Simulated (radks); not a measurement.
**Pt in [Kr] 4d10 4f14 5s2 5p5.75 5d9 6s1 7s0.25: an all-electron calculation**

What are the levels of neutral platinum, how large are its shells, and how does its energy divide?

Program: radks (a radial shooting solver on a logarithmic mesh, Libxc functionals) version 1. Level of theory: scalar-relativistic Kohn-Sham, PBE, spin-polarised, spherical densities, finite nucleus; open shells are filled with parallel spins first. These are calculated values, not measurements, unless marked.

## Step 1: Starting point

```
element            : platinum (Z = 78)
charge             : 0
electrons          : 78
configuration      : [Kr] 4d10 4f14 5s2 5p5.75 5d9 6s1 7s0.25
nuclear rms radius : 5.427 fm
```

## Step 2: The run

The run's settings:

```text
Z 78
configuration [Kr] 4d10 4f14 5s2 5p5.75 5d9 6s1 7s0.25
relativity scalar-relativistic
functional pbe,pbe
spin polarised
nucleus finite rms 5.427 fm
c 137.035999084
```

What does the calculation give?

As calculated:

```
                        quantity                   value
                    total energy     -18409.1815 hartree
exchange-correlation share of it                  1.92 %
                            −T/E                  1.1147
          highest occupied level        7s up, -0.776 eV
    most extended occupied level  7s up, <r> = 10.6 bohr
 radius at density 0.001 e/bohr³               4.25 bohr
    maxima of the radial density                       5
```

7 principal shells are occupied and 5 maxima appear in the radial density; where shells overlap, one shows as a shoulder or not at all. Relativity lifts −T/E to 1.115. This is not the tabulated ground configuration, so its levels and sizes aren't those of the ground state, and no measured value stands beside it.
